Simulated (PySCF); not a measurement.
# [MoF3]+: a ladder of methods

Aim: at the PBE0 minimum of triplet [MoF3]+, found before, compare methods on energies and levels.

The runs use PySCF 2.14.0; several methods, basis Mo def2-SVP with ECP28, F def2-SVP, scalar-relativistic core potentials, no spin–orbit coupling, density fitting.

### 1 Where the work starts

4 atoms, charge 1, spin multiplicity 3.

Bond lengths: Mo1–F2 1.763 Å, Mo1–F3 1.782 Å, Mo1–F4 1.782 Å. Angles: F2–Mo1–F3 127.3°, F2–Mo1–F4 127.3°, F3–Mo1–F4 105.3°.

Coordinates in bohr (charge 1 multiplicity 3):
```
Mo    0.0913    0.0000    0.0000
F     3.4231    0.0000    0.0000
F    -1.9518    2.6771    0.0000
F    -1.9518   -2.6771    0.0000
```

### 2 PBE0

The steps are one call of a driver around PySCF; scf.py gives each level's set-up. Each SCF starts from the density of the minimum. The driver also runs the species with one electron less or more at the same geometry (one less: multiplicity 2, one more: multiplicity 4); their logs are not shown.

Contents of scf.py:

```python
from pyscf import gto, scf, dft
mol = gto.M(atom='''
Mo     0.048321     0.000000     0.000000
F      1.811410     0.000001     0.000000
F     -1.032850     1.416677    -0.000000
F     -1.032848    -1.416679    -0.000000''',
    basis={'Mo': 'def2-SVP', 'F': 'def2-SVP'},
    ecp={'Mo': 'def2-SVP'},
    charge=1, spin=2)
mf = dft.UKS(mol, xc='PBE0')
mf.grids.atom_grid = (99, 590)
aux = {'Mo': 'def2-universal-JKFIT', 'F': 'def2-universal-JKFIT'}
mf = mf.density_fit(auxbasis=aux)
mf.kernel()
```

The program printed:

```text
init E= -366.94406131541
[... the frontier-level lines of each cycle are left out ...]
cycle= 1 E= -366.944061317607  delta_E= -2.2e-09  |g|= 5.88e-05  |ddm|= 9.02e-05
cycle= 2 E= -366.94406131263  delta_E= 4.98e-09  |g|= 0.00013  |ddm|= 0.000108
cycle= 3 E= -366.944061318738  delta_E= -6.11e-09  |g|= 8.55e-06  |ddm|= 8.38e-05
cycle= 4 E= -366.944061318772  delta_E= -3.34e-11  |g|= 9.91e-07  |ddm|= 8.71e-06
Extra cycle  E= -366.944061318771  delta_E= 1.02e-12  |g|= 1.79e-06  |ddm|= 2.96e-06
converged SCF energy = -366.944061318771  <S^2> = 2.0069594  2S+1 = 3.004636
```

This level, with the species of one electron less or more, took 5.7 s on 4 threads, shared host.

* energy: -366.944061 Eh
* one electron less (charge +2): -366.272283 Eh (doublet, ⟨S²⟩ 0.76)
* one electron more (charge +0): -367.281413 Eh (quartet, ⟨S²⟩ 3.76)
* Mulliken charge of Mo1: +1.66 e

### 3 HF

Changes to scf.py since step 2:

```diff
@@ -10,2 +10 @@
-mf = dft.UKS(mol, xc='PBE0')
-mf.grids.atom_grid = (99, 590)
+mf = scf.UHF(mol)
```

The program printed:

```text
init E= -365.306399567139
[... the frontier-level lines of each cycle are left out ...]
cycle= 1 E= -365.344821498515  delta_E= -0.0384  |g|= 0.157  |ddm|= 0.347
cycle= 2 E= -365.349222885846  delta_E= -0.0044  |g|= 0.12  |ddm|= 0.23
cycle= 3 E= -365.354803232858  delta_E= -0.00558  |g|= 0.0193  |ddm|= 0.0866
cycle= 4 E= -365.355105097898  delta_E= -0.000302  |g|= 0.00557  |ddm|= 0.0306
cycle= 5 E= -365.355161920205  delta_E= -5.68e-05  |g|= 0.00222  |ddm|= 0.0176
cycle= 6 E= -365.355175746894  delta_E= -1.38e-05  |g|= 0.00108  |ddm|= 0.00886
cycle= 7 E= -365.355180881521  delta_E= -5.13e-06  |g|= 0.000612  |ddm|= 0.00604
cycle= 8 E= -365.355182365399  delta_E= -1.48e-06  |g|= 0.000356  |ddm|= 0.00337
cycle= 9 E= -365.355182918602  delta_E= -5.53e-07  |g|= 0.00015  |ddm|= 0.00262
cycle= 10 E= -365.355183016008  delta_E= -9.74e-08  |g|= 7.74e-05  |ddm|= 0.000996
cycle= 11 E= -365.355183042878  delta_E= -2.69e-08  |g|= 2.63e-05  |ddm|= 0.000575
cycle= 12 E= -365.355183045021  delta_E= -2.14e-09  |g|= 1.09e-05  |ddm|= 0.000151
cycle= 13 E= -365.355183045305  delta_E= -2.84e-10  |g|= 5.8e-06  |ddm|= 3.93e-05
Extra cycle  E= -365.355183045348  delta_E= -4.27e-11  |g|= 3.93e-06  |ddm|= 8.72e-06
converged SCF energy = -365.355183045348  <S^2> = 2.0106655  2S+1 = 3.0071019
```

This level, with the species of one electron less or more, took 1.1 s.

```
energy                        : -365.355183 Eh
one electron less (charge +2) : -364.636531 Eh (doublet, ⟨S²⟩ 0.77)
one electron more (charge +0) : -365.715311 Eh (quartet, ⟨S²⟩ 3.76)
Mulliken charge of Mo1        : +2.20 e
```

### 4 MP2

Changes to scf.py since step 3:

```diff
@@ -13,0 +14,2 @@
+from pyscf.mp import dfump2
+dfump2.DFUMP2(mf, frozen=3).kernel()  # the driver gives MP2 a fitting basis of its own (RI)
```

The program printed:

```text
init E= -365.306399567139
[... the frontier-level lines of each cycle are left out ...]
cycle= 1 E= -365.344821498515  delta_E= -0.0384  |g|= 0.157  |ddm|= 0.347
cycle= 2 E= -365.349222885847  delta_E= -0.0044  |g|= 0.12  |ddm|= 0.23
cycle= 3 E= -365.354803232857  delta_E= -0.00558  |g|= 0.0193  |ddm|= 0.0866
cycle= 4 E= -365.355105097897  delta_E= -0.000302  |g|= 0.00557  |ddm|= 0.0306
cycle= 5 E= -365.355161920205  delta_E= -5.68e-05  |g|= 0.00222  |ddm|= 0.0176
cycle= 6 E= -365.355175746894  delta_E= -1.38e-05  |g|= 0.00108  |ddm|= 0.00886
cycle= 7 E= -365.355180881521  delta_E= -5.13e-06  |g|= 0.000612  |ddm|= 0.00604
cycle= 8 E= -365.355182365399  delta_E= -1.48e-06  |g|= 0.000356  |ddm|= 0.00337
cycle= 9 E= -365.355182918602  delta_E= -5.53e-07  |g|= 0.00015  |ddm|= 0.00262
cycle= 10 E= -365.355183016008  delta_E= -9.74e-08  |g|= 7.74e-05  |ddm|= 0.000996
cycle= 11 E= -365.355183042877  delta_E= -2.69e-08  |g|= 2.63e-05  |ddm|= 0.000575
cycle= 12 E= -365.355183045021  delta_E= -2.14e-09  |g|= 1.09e-05  |ddm|= 0.000151
cycle= 13 E= -365.355183045305  delta_E= -2.83e-10  |g|= 5.8e-06  |ddm|= 3.93e-05
Extra cycle  E= -365.355183045348  delta_E= -4.34e-11  |g|= 3.93e-06  |ddm|= 8.72e-06
converged SCF energy = -365.355183045348  <S^2> = 2.0106655  2S+1 = 3.0071019
```

This level, with the species of one electron less or more, took 1.5 s.

```
energy                                                              : -366.221374 Eh
one electron less (charge +2)                                       : -365.585067 Eh (doublet, ⟨S²⟩ 0.77)
one electron more (charge +0)                                       : -366.545467 Eh (quartet, ⟨S²⟩ 3.76)
MP2 correlation in its own fitting basis (same spin, opposite spin) : -0.86619 Eh (-0.26034, -0.60585)
```

### 5 PBE

Changes to scf.py since step 4:

```diff
@@ -10 +10,2 @@
-mf = scf.UHF(mol)
+mf = dft.UKS(mol, xc='PBE')
+mf.grids.atom_grid = (99, 590)
@@ -14,2 +14,0 @@
-from pyscf.mp import dfump2
-dfump2.DFUMP2(mf, frozen=3).kernel()  # the driver gives MP2 a fitting basis of its own (RI)
```

The program printed:

```text
init E= -367.007068577321
[... the frontier-level lines of each cycle are left out ...]
cycle= 1 E= -366.986078078743  delta_E= 0.021  |g|= 0.256  |ddm|= 0.274
cycle= 2 E= -366.768429735327  delta_E= 0.218  |g|= 0.76  |ddm|= 0.698
cycle= 3 E= -367.013006556247  delta_E= -0.245  |g|= 0.0248  |ddm|= 0.511
cycle= 4 E= -367.013169822646  delta_E= -0.000163  |g|= 0.0185  |ddm|= 0.0435
cycle= 5 E= -367.013231082255  delta_E= -6.13e-05  |g|= 0.0158  |ddm|= 0.0182
cycle= 6 E= -367.013328566383  delta_E= -9.75e-05  |g|= 0.0013  |ddm|= 0.0108
cycle= 7 E= -367.01332928875  delta_E= -7.22e-07  |g|= 9.35e-05  |ddm|= 0.000967
cycle= 8 E= -367.013329292568  delta_E= -3.82e-09  |g|= 2.86e-05  |ddm|= 8.68e-05
cycle= 9 E= -367.013329292914  delta_E= -3.47e-10  |g|= 9.43e-06  |ddm|= 2.38e-05
Extra cycle  E= -367.013329292571  delta_E= 3.43e-10  |g|= 3.15e-05  |ddm|= 2.56e-05
converged SCF energy = -367.013329292571  <S^2> = 2.0064423  2S+1 = 3.0042918
```

This level, with the species of one electron less or more, took 8.4 s.

```
energy                        : -367.013329 Eh
one electron less (charge +2) : -366.371035 Eh (doublet, ⟨S²⟩ 0.76)
one electron more (charge +0) : -367.327581 Eh (quartet, ⟨S²⟩ 3.76)
Mulliken charge of Mo1        : +1.44 e
```

### 6 CCSD(T)

Changes to scf.py since step 5:

```diff
@@ -10,2 +10 @@
-mf = dft.UKS(mol, xc='PBE')
-mf.grids.atom_grid = (99, 590)
+mf = scf.UHF(mol)
@@ -14,0 +14,3 @@
+from pyscf import cc
+mycc = cc.CCSD(mf, frozen=3).run()
+mycc.ccsd_t()
```

The program printed:

```text
init E= -365.306399567139
[... the frontier-level lines of each cycle are left out ...]
cycle= 1 E= -365.344821498515  delta_E= -0.0384  |g|= 0.157  |ddm|= 0.347
cycle= 2 E= -365.349222885846  delta_E= -0.0044  |g|= 0.12  |ddm|= 0.23
cycle= 3 E= -365.354803232857  delta_E= -0.00558  |g|= 0.0193  |ddm|= 0.0866
cycle= 4 E= -365.355105097898  delta_E= -0.000302  |g|= 0.00557  |ddm|= 0.0306
cycle= 5 E= -365.355161920205  delta_E= -5.68e-05  |g|= 0.00222  |ddm|= 0.0176
cycle= 6 E= -365.355175746894  delta_E= -1.38e-05  |g|= 0.00108  |ddm|= 0.00886
cycle= 7 E= -365.355180881521  delta_E= -5.13e-06  |g|= 0.000612  |ddm|= 0.00604
cycle= 8 E= -365.355182365399  delta_E= -1.48e-06  |g|= 0.000356  |ddm|= 0.00337
cycle= 9 E= -365.355182918602  delta_E= -5.53e-07  |g|= 0.00015  |ddm|= 0.00262
cycle= 10 E= -365.355183016008  delta_E= -9.74e-08  |g|= 7.74e-05  |ddm|= 0.000996
cycle= 11 E= -365.355183042878  delta_E= -2.69e-08  |g|= 2.63e-05  |ddm|= 0.000575
cycle= 12 E= -365.355183045021  delta_E= -2.14e-09  |g|= 1.09e-05  |ddm|= 0.000151
cycle= 13 E= -365.355183045305  delta_E= -2.84e-10  |g|= 5.8e-06  |ddm|= 3.93e-05
Extra cycle  E= -365.355183045348  delta_E= -4.3e-11  |g|= 3.93e-06  |ddm|= 8.72e-06
converged SCF energy = -365.355183045348  <S^2> = 2.0106655  2S+1 = 3.0071019
CCSD nocc = (np.int64(18), np.int64(16)), nmo = (70, 70)
Init t2, MP2 energy = -0.866337138144698
UCCSD converged
E(UCCSD) = -366.2070358331835  E_corr = -0.8518527878352568
UCCSD(T) correction = -0.0324813139184979
```

This level took 2 min on 4 threads, shared host.

- energy: -366.239517 Eh
- MP2 correlation in its own fitting basis (same spin, opposite spin): -0.86619 Eh (-0.26034, -0.60585)
- CCSD, (T): -0.85185, -0.03248 Eh; T1 0.027, D1 0.099

Left undone: coupled cluster skipped for cost (one electron less); coupled cluster skipped for cost (one electron more).

### 7 r2SCAN

Changes to scf.py since step 6:

```diff
@@ -10 +10,2 @@
-mf = scf.UHF(mol)
+mf = dft.UKS(mol, xc='R2SCAN')
+mf.grids.atom_grid = (99, 590)
@@ -14,3 +14,0 @@
-from pyscf import cc
-mycc = cc.CCSD(mf, frozen=3).run()
-mycc.ccsd_t()
```

The program printed:

```text
init E= -367.165328345155
[... the frontier-level lines of each cycle are left out ...]
cycle= 1 E= -367.16461881022  delta_E= 0.00071  |g|= 0.0793  |ddm|= 0.131
cycle= 2 E= -367.142064270779  delta_E= 0.0226  |g|= 0.246  |ddm|= 0.233
cycle= 3 E= -367.167435450405  delta_E= -0.0254  |g|= 0.0104  |ddm|= 0.163
cycle= 4 E= -367.167490770123  delta_E= -5.53e-05  |g|= 0.00153  |ddm|= 0.0128
cycle= 5 E= -367.167490017472  delta_E= 7.53e-07  |g|= 0.00215  |ddm|= 0.00227
cycle= 6 E= -367.167491819903  delta_E= -1.8e-06  |g|= 8.41e-05  |ddm|= 0.00138
cycle= 7 E= -367.167491824768  delta_E= -4.86e-09  |g|= 4.42e-05  |ddm|= 0.000136
cycle= 8 E= -367.167491825904  delta_E= -1.14e-09  |g|= 1.02e-05  |ddm|= 5.07e-05
cycle= 9 E= -367.16749182596  delta_E= -5.6e-11  |g|= 2.83e-06  |ddm|= 1.2e-05
Extra cycle  E= -367.167491825951  delta_E= 8.98e-12  |g|= 6.07e-06  |ddm|= 6.66e-06
converged SCF energy = -367.167491825951  <S^2> = 2.0092359  2S+1 = 3.006151
```

This level, with the species of one electron less or more, took 13 s.

| Property | Result |
| --- | --- |
| energy | -367.167492 Eh |
| one electron less (charge +2) | -366.508942 Eh (doublet, ⟨S²⟩ 0.76) |
| one electron more (charge +0) | -367.495649 Eh (quartet, ⟨S²⟩ 3.76) |
| Mulliken charge of Mo1 | +1.59 e |

### 8 B3LYP

Changes to scf.py since step 7:

```diff
@@ -10 +10 @@
-mf = dft.UKS(mol, xc='R2SCAN')
+mf = dft.UKS(mol, xc='B3LYP')
```

The program printed:

```text
init E= -367.26336209318
[... the frontier-level lines of each cycle are left out ...]
cycle= 1 E= -367.264054002711  delta_E= -0.000692  |g|= 0.0166  |ddm|= 0.0538
cycle= 2 E= -367.263855566717  delta_E= 0.000198  |g|= 0.0298  |ddm|= 0.0248
cycle= 3 E= -367.264123246018  delta_E= -0.000268  |g|= 0.00725  |ddm|= 0.0199
cycle= 4 E= -367.264148465387  delta_E= -2.52e-05  |g|= 0.000729  |ddm|= 0.00668
cycle= 5 E= -367.26414865953  delta_E= -1.94e-07  |g|= 0.00101  |ddm|= 0.00142
cycle= 6 E= -367.264149086563  delta_E= -4.27e-07  |g|= 0.000125  |ddm|= 0.000812
cycle= 7 E= -367.264149105878  delta_E= -1.93e-08  |g|= 2.4e-05  |ddm|= 0.000326
cycle= 8 E= -367.264149106189  delta_E= -3.11e-10  |g|= 6.2e-06  |ddm|= 3.24e-05
Extra cycle  E= -367.264149106195  delta_E= -6.03e-12  |g|= 7.2e-06  |ddm|= 1.19e-05
converged SCF energy = -367.264149106195  <S^2> = 2.0050476  2S+1 = 3.0033632
```

This level, with the species of one electron less or more, took 7 s.

| Item | Value |
| --- | --- |
| energy | -367.264149 Eh |
| one electron less (charge +2) | -366.597581 Eh (doublet, ⟨S²⟩ 0.76) |
| one electron more (charge +0) | -367.595954 Eh (quartet, ⟨S²⟩ 3.75) |
| Mulliken charge of Mo1 | +1.59 e |

### 9 TPSSh

Changes to scf.py since step 8:

```diff
@@ -10 +10 @@
-mf = dft.UKS(mol, xc='B3LYP')
+mf = dft.UKS(mol, xc='TPSSH')
```

The program printed:

```text
init E= -367.22195608112
[... the frontier-level lines of each cycle are left out ...]
cycle= 1 E= -367.222091622563  delta_E= -0.000136  |g|= 0.0453  |ddm|= 0.0795
cycle= 2 E= -367.215859309083  delta_E= 0.00623  |g|= 0.132  |ddm|= 0.128
cycle= 3 E= -367.223020154207  delta_E= -0.00716  |g|= 0.00627  |ddm|= 0.086
cycle= 4 E= -367.223039463483  delta_E= -1.93e-05  |g|= 0.00108  |ddm|= 0.00737
cycle= 5 E= -367.223039447355  delta_E= 1.61e-08  |g|= 0.00123  |ddm|= 0.00163
cycle= 6 E= -367.223040057629  delta_E= -6.1e-07  |g|= 7.24e-05  |ddm|= 0.00101
cycle= 7 E= -367.223040066641  delta_E= -9.01e-09  |g|= 3.86e-05  |ddm|= 0.000334
cycle= 8 E= -367.223040067752  delta_E= -1.11e-09  |g|= 7.11e-06  |ddm|= 9.53e-05
cycle= 9 E= -367.223040067778  delta_E= -2.59e-11  |g|= 2.07e-06  |ddm|= 1.01e-05
Extra cycle  E= -367.223040067779  delta_E= -1.14e-12  |g|= 2.9e-06  |ddm|= 4.29e-06
converged SCF energy = -367.223040067779  <S^2> = 2.0067973  2S+1 = 3.0045281
```

This level, with the species of one electron less or more, took 14 s.

```
energy                        : -367.223040 Eh
one electron less (charge +2) : -366.568119 Eh (doublet, ⟨S²⟩ 0.76)
one electron more (charge +0) : -367.547460 Eh (quartet, ⟨S²⟩ 3.76)
Mulliken charge of Mo1        : +1.60 e
```

### 10 BHandHLYP

Changes to scf.py since step 9:

```diff
@@ -10 +10 @@
-mf = dft.UKS(mol, xc='TPSSH')
+mf = dft.UKS(mol, xc='BHANDHLYP')
```

The program printed:

```text
init E= -366.992302434426
[... the frontier-level lines of each cycle are left out ...]
cycle= 1 E= -366.99235519772  delta_E= -5.28e-05  |g|= 0.122  |ddm|= 0.166
cycle= 2 E= -366.980615768386  delta_E= 0.0117  |g|= 0.217  |ddm|= 0.227
cycle= 3 E= -366.998103549184  delta_E= -0.0175  |g|= 0.00476  |ddm|= 0.138
cycle= 4 E= -366.998118534865  delta_E= -1.5e-05  |g|= 0.00258  |ddm|= 0.00746
cycle= 5 E= -366.998123030916  delta_E= -4.5e-06  |g|= 0.00164  |ddm|= 0.00483
cycle= 6 E= -366.998124461246  delta_E= -1.43e-06  |g|= 0.000442  |ddm|= 0.00181
cycle= 7 E= -366.998124955454  delta_E= -4.94e-07  |g|= 0.000147  |ddm|= 0.00188
cycle= 8 E= -366.998125057547  delta_E= -1.02e-07  |g|= 4.96e-05  |ddm|= 0.00107
cycle= 9 E= -366.998125067865  delta_E= -1.03e-08  |g|= 1.67e-05  |ddm|= 0.00038
cycle= 10 E= -366.998125068807  delta_E= -9.42e-10  |g|= 7.62e-06  |ddm|= 9.67e-05
Extra cycle  E= -366.998125068976  delta_E= -1.68e-10  |g|= 5.14e-06  |ddm|= 2.68e-05
converged SCF energy = -366.998125068976  <S^2> = 2.0059286  2S+1 = 3.0039498
```

This level, with the species of one electron less or more, took 8 s on 4 threads, shared host.

- energy: -366.998125 Eh
- one electron less (charge +2): -366.303103 Eh (doublet, ⟨S²⟩ 0.76)
- one electron more (charge +0): -367.349112 Eh (quartet, ⟨S²⟩ 3.76)
- Mulliken charge of Mo1: +1.83 e

### 11 CAM-B3LYP

Changes to scf.py since step 10:

```diff
@@ -10 +10 @@
-mf = dft.UKS(mol, xc='BHANDHLYP')
+mf = dft.UKS(mol, xc='CAMB3LYP')
```

The program printed:

```text
init E= -367.125554990705
[... the frontier-level lines of each cycle are left out ...]
cycle= 1 E= -367.126062661322  delta_E= -0.000508  |g|= 0.0426  |ddm|= 0.0688
cycle= 2 E= -367.124324005818  delta_E= 0.00174  |g|= 0.0825  |ddm|= 0.0787
cycle= 3 E= -367.126757707694  delta_E= -0.00243  |g|= 0.0015  |ddm|= 0.0496
cycle= 4 E= -367.126761347383  delta_E= -3.64e-06  |g|= 0.00117  |ddm|= 0.00335
cycle= 5 E= -367.126762374657  delta_E= -1.03e-06  |g|= 0.00081  |ddm|= 0.00179
cycle= 6 E= -367.126762839395  delta_E= -4.65e-07  |g|= 0.000265  |ddm|= 0.00103
cycle= 7 E= -367.126762958858  delta_E= -1.19e-07  |g|= 4.38e-05  |ddm|= 0.000772
cycle= 8 E= -367.126762963167  delta_E= -4.31e-09  |g|= 1.32e-05  |ddm|= 0.000133
cycle= 9 E= -367.126762963561  delta_E= -3.94e-10  |g|= 3.6e-06  |ddm|= 4.81e-05
Extra cycle  E= -367.126762963581  delta_E= -1.99e-11  |g|= 2.95e-06  |ddm|= 9.35e-06
converged SCF energy = -367.126762963581  <S^2> = 2.0048571  2S+1 = 3.0032363
```

This level, with the species of one electron less or more, took 8.6 s.

| Quantity | Value |
| --- | --- |
| energy | -367.126763 Eh |
| one electron less (charge +2) | -366.450627 Eh (doublet, ⟨S²⟩ 0.76) |
| one electron more (charge +0) | -367.464827 Eh (quartet, ⟨S²⟩ 3.75) |
| Mulliken charge of Mo1 | +1.62 e |

The dipole of an ion depends on the origin, here the centre of mass.

### 12 All levels side by side

| level | vertical ionisation energy (eV) | vertical electron affinity (eV) | −ε(HOMO) (eV) | gap (eV) | dipole (D) | wall time |
| --- | --- | --- | --- | --- | --- | --- |
| PBE0 | 18.28 | 9.18 | 15.44 | 3.43 | 1.03 | 5.7 s |
| HF | 19.56 | 9.80 | 20.94 | 12.85 | 1.28 | 1.1 s |
| MP2 | 17.31 | 8.82 | – | – | – | 1.5 s |
| PBE | 17.48 | 8.55 | 13.25 | 0.52 | 0.90 | 8.4 s |
| CCSD(T) | – | – | – | – | – | 2 min |
| r2SCAN | 17.92 | 8.93 | 13.89 | 1.01 | 0.96 | 13 s |
| B3LYP | 18.14 | 9.03 | 15.01 | 2.88 | 0.99 | 7 s |
| TPSSh | 17.82 | 8.83 | 14.28 | 1.94 | 0.97 | 14 s |
| BHandHLYP | 18.91 | 9.55 | 17.51 | 6.58 | 1.11 | 8 s |
| CAM-B3LYP | 18.40 | 9.20 | 16.93 | 6.27 | 1.04 | 8.6 s |

Times are for 4 threads, shared host; PBE0 starts from its own converged density, so its time is not comparable. A dash stands where a species or a free atom was not run at that level, or the quantity is not defined.

### 13 Outcome

```
                         quantity                         value
vertical ionisation energy, range  17.31 (MP2) to 19.56 (HF) eV
vertical electron affinity, range    8.55 (PBE) to 9.80 (HF) eV
               orbital gap, range   0.52 (PBE) to 12.85 (HF) eV
                           T1, D1                  0.027, 0.099
```

What this shows: The vertical ionisation energy spreads over 2.24 eV, from MP2 to HF; without a CCSD(T) value for it there is no yardstick here. Open d and f shells are described by one determinant, and the ground state may have another occupation or spin.
